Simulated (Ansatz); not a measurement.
Working through harmonic frequencies at the relaxed geometry of C2HF3Ge, SMILES C#[C][Ge]([F])([F])[F]

With Ansatz's Python interface.

Notebook, run cell by cell (the value of a cell's last expression is shown):

In [1]:
```python
import itertools

import ansatz as az
from ase.data import atomic_numbers, covalent_radii
import numpy as np

GEOMETRY = """
C     0.60450   -1.96820    0.43110
C     0.21970   -0.79490    0.16900
Ge   -0.33200    0.98700   -0.23600
F    -1.80600    0.98580   -0.99000
F     0.87430    1.70610   -1.32670
F    -0.37420    1.93050    1.26470
H     0.87490   -2.91440    0.64230
"""
```

In [2]:
```python
system = az.Crystal.molecule()
for line in GEOMETRY.strip().splitlines():
    symbol, *xyz = line.split()
    system = system.atom(symbol, [float(v) for v in xyz])

setup = (
    system.calculation()
    .basis(gaussian="def2-SVP")
    .functional("cam_b3lyp")
)
symbols = [site.symbol for site in system.cartesian_sites]
start = np.array([site.position_ang for site in system.cartesian_sites], dtype=float)
def progress(event):
    if event["event"] == "relax_step":
        row = event["data"]
        print(f"step {row['step']:3d}  E = {row['lagrangian_ev']:.6f} eV  largest force component {row['allowed_force_max_ev_ang']:.4f} eV/A")


rep = setup.relax(force_tolerance=0.003).session().plan().execute(on_event=progress).report
end = np.array(rep["positions_ang"])
```
```text
step   1  E = -66744.693449 eV  largest force component 7.9852 eV/A
step   2  E = -66745.166044 eV  largest force component 1.5527 eV/A
step   3  E = -66745.214513 eV  largest force component 0.1381 eV/A
step   4  E = -66745.215469 eV  largest force component 0.0694 eV/A
step   5  E = -66745.216005 eV  largest force component 0.0024 eV/A
```

In [3]:
```python
# pairs closer than 1.2 times the sum of covalent radii, before or after
radius = [covalent_radii[atomic_numbers[s]] for s in symbols]
span = lambda where, i, j: np.linalg.norm(where[i] - where[j])
bonded = [(i, j) for i, j in itertools.combinations(range(len(symbols)), 2) if min(span(start, i, j), span(end, i, j)) < 1.2 * (radius[i] + radius[j])]
print("pair        before    after (A)")
for i, j in bonded:
    print(f"{symbols[i]}{i}-{symbols[j]}{j}".ljust(10), f"{span(start, i, j):8.4f} {span(end, i, j):8.4f}")
```
```text
pair        before    after (A)
C0-C1        1.2623   1.2082
C0-H6        1.0065   1.0767
C1-Ge2       1.9088   1.8603
Ge2-F3       1.6557   1.7050
Ge2-F4       1.7782   1.7050
Ge2-F5       1.7732   1.7050
```

In [4]:
```python
# frequencies need a stationary point, so they are taken at the relaxed geometry
minimum = az.Crystal.molecule()
for symbol, place in zip(symbols, end):
    minimum = minimum.atom(symbol, place.tolist())
vibrating = (
    minimum.calculation()
    .basis(gaussian="def2-SVP")
    .functional("cam_b3lyp")
    .phonons(temperatures=(100, 500, 100))
)
vib = vibrating.run(threads=1, pin="off").report["vibrations"]
sums = vib["harmonic_sums"]
modes = [m["omega_inv_cm"] for m in sums["modes_at_gamma"] if m["rigid_motion"] == "no"]
print("frequencies (1/cm):", " ".join(f"{w:.0f}" for w in modes))
print("imaginary modes:", sum(w < 0 for w in modes), " zero-point energy:", round(sums["zero_point_energy_ev"], 4), "eV")
print("T (K)   F_vib (eV)   S_vib (meV/K)   C_vib (meV/K)")
for row in zip(sums["temperatures_k"], sums["vibrational_free_energy_ev"], vib["entropy_ev_per_k"], vib["heat_capacity_ev_per_k"]):
    print(f"{row[0]:6.1f} {row[1]:11.4f} {1000 * row[2]:13.4f} {1000 * row[3]:15.4f}")
```
```text
frequencies (1/cm): 122 122 229 229 274 338 338 564 757 793 793 796 796 2214 3463
imaginary modes: 0  zero-point energy: 0.7332 eV
T (K)   F_vib (eV)   S_vib (meV/K)   C_vib (meV/K)
 100.0      0.7290        0.1406          0.2702
 200.0      0.7010        0.4189          0.5444
 300.0      0.6459        0.6779          0.7338
 400.0      0.5664        0.9074          0.8584
 500.0      0.4654        1.1083          0.9398
```

What to keep in mind:
- Total energies depend on the basis set; only differences at equal settings carry meaning.
- The frequencies are harmonic and unscaled, in a modest basis. The result belongs to the one conformer reached from this start, and soft torsions count as harmonic oscillators.
- Wall time of the script: 3 min on 1 thread of Intel(R) Xeon(R) Platinum 8488C (Sapphire Rapids), with other jobs on the host, peak memory 0.38 GiB.

(Lines on the test bed's own set-up are left out of the output.)
